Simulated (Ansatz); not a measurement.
# Al2H6O2: one species, many methods

One table from this session's results is given with a row withheld; the runs are named, their logs left out.

Program: Ansatz 0.2.0, Gaussian basis. Level of theory: functionals in def2-TZVPP, the program's frozen cores in correlated methods. These are calculated values, not measurements.

Levels to be run: LDA (SPW92), PBE-D4, revPBE-D4, BLYP-D4, r2SCAN-D4, B97M-V, PBE0-D4, B3LYP-D4, r2SCANh-D4, r2SCAN0-D4, HSE06-D4, BHLYP-D4, CAM-B3LYP-D4, LC-ωPBE, ωB97X-V, ωB97M-V, B2PLYP, PBE-QIDH; CCSD(T)/def2-SVP; CCSD(T)/def2-TZVPP; MP2/def2-QZVPP; extrapolation to the limit; RPA on PBE.

## Structure used throughout

The geometry comes from an earlier relaxation with PBE0-D4 in a triple-zeta def2 set; it is a stationary point, not always the lowest conformer.

SMILES `[OH+]1[AlH2-][OH+][AlH2-]1`, 10 atoms, charge 0, spin multiplicity 1.

Atoms are counted from 1 here; the program's logs count them from 0.

Bond lengths: O1–Al2 1.857 Å, O1–Al4 1.857 Å, O1–H5 0.957 Å, Al2–O3 1.857 Å, Al2–H6 1.585 Å, Al2–H7 1.585 Å, O3–Al4 1.857 Å, O3–H8 0.957 Å, Al4–H9 1.585 Å, Al4–H10 1.585 Å. Angles: Al2–O1–Al4 98.5°, Al2–O1–H5 122.7°, Al4–O1–H5 122.7°, O1–Al2–O3 81.5°, O1–Al2–H6 109.0°, O1–Al2–H7 113.8°, O3–Al2–H6 113.8°, O3–Al2–H7 109.0°, H6–Al2–H7 122.5°, Al2–O3–Al4 98.5°, Al2–O3–H8 122.7°, Al4–O3–H8 122.7°, O1–Al4–O3 81.5°, O1–Al4–H9 113.8°, O1–Al4–H10 109.0°, O3–Al4–H9 109.0°, O3–Al4–H10 113.8°, H9–Al4–H10 122.5°.

Set-up of the first run:

The input, in.yaml:

```yaml
crystal:
  periodic: [false, false, false]
  atoms:
    - {symbol: O, position_ang: [-1.053695, 0.527767, -0.283599]}
    - {symbol: Al, position_ang: [-0.621484, -0.663689, 1.073911]}
    - {symbol: O, position_ang: [1.053584, -0.527987, 0.283385]}
    - {symbol: Al, position_ang: [0.621477, 0.663832, -1.073841]}
    - {symbol: H, position_ang: [-1.861651, 0.460439, -0.792814]}
    - {symbol: H, position_ang: [-1.348257, -2.045670, 0.799408]}
    - {symbol: H, position_ang: [-0.568705, -0.001391, 2.513356]}
    - {symbol: H, position_ang: [1.861706, -0.461125, 0.792394]}
    - {symbol: H, position_ang: [1.348032, 2.045800, -0.798685]}
    - {symbol: H, position_ang: [0.569014, 0.002034, -2.513525]}
basis:
  gaussian: {orbitals: def2-TZVPP}
hamiltonian: {xc: lda}
output: {orbitals: {seedname: orbitals}}
```

Command:

```sh
> ansatz run in.yaml --threads 4 --pin off --events-out ev --progress --plain --max-ram 10444MiB
```

Among the steps run: LDA; PBE-D4 (GGA); revPBE-D4 (GGA); BLYP-D4 (GGA); r2SCAN-D4 (meta-GGA); B97M-V (meta-GGA); B3LYP-D4 (hybrid); r2SCANh-D4 (hybrid); r2SCAN0-D4 (hybrid); HSE06-D4 (hybrid); BHLYP-D4 (hybrid); CAM-B3LYP-D4 (range-separated); LC-ωPBE (range-separated); ωB97X-V (range-separated); ωB97M-V (range-separated); B2PLYP (double hybrid); PBE-QIDH (double hybrid).

One of the session's tables, all rows but one given; the rest of the session is left out.

It belongs to the step «Orbital energies across the functionals». 

| functional | HOMO (eV) | gap (eV) |
| --- | --- | --- |
| LDA (SPW92) | -6.56 | 4.98 |
| PBE-D4 | -6.54 | 5.19 |
| revPBE-D4 | -6.52 | 5.27 |
| BLYP-D4 | -6.47 | 5.20 |
| r2SCAN-D4 | -6.87 | 6.00 |
| B97M-V | -7.00 | 5.78 |
| PBE0-D4 | -7.84 | 7.28 |
| B3LYP-D4 | -7.67 | 6.86 |
| r2SCANh-D4 | -7.34 | 6.72 |
| r2SCAN0-D4 | -8.05 | 7.79 |
| HSE06-D4 | -7.43 | 6.51 |
| BHLYP-D4 | -9.10 | 9.26 |
| CAM-B3LYP-D4 | -9.26 | 9.54 |
| LC-ωPBE | ? | ? |
| ωB97X-V | -10.29 | 11.58 |
| ωB97M-V | -10.07 | 10.99 |

Q: Estimate the row for LC-ωPBE from the others.

**Answer.** HOMO (eV): -10.63; gap (eV): 12.07. In the column «HOMO (eV)» it is the lowest.
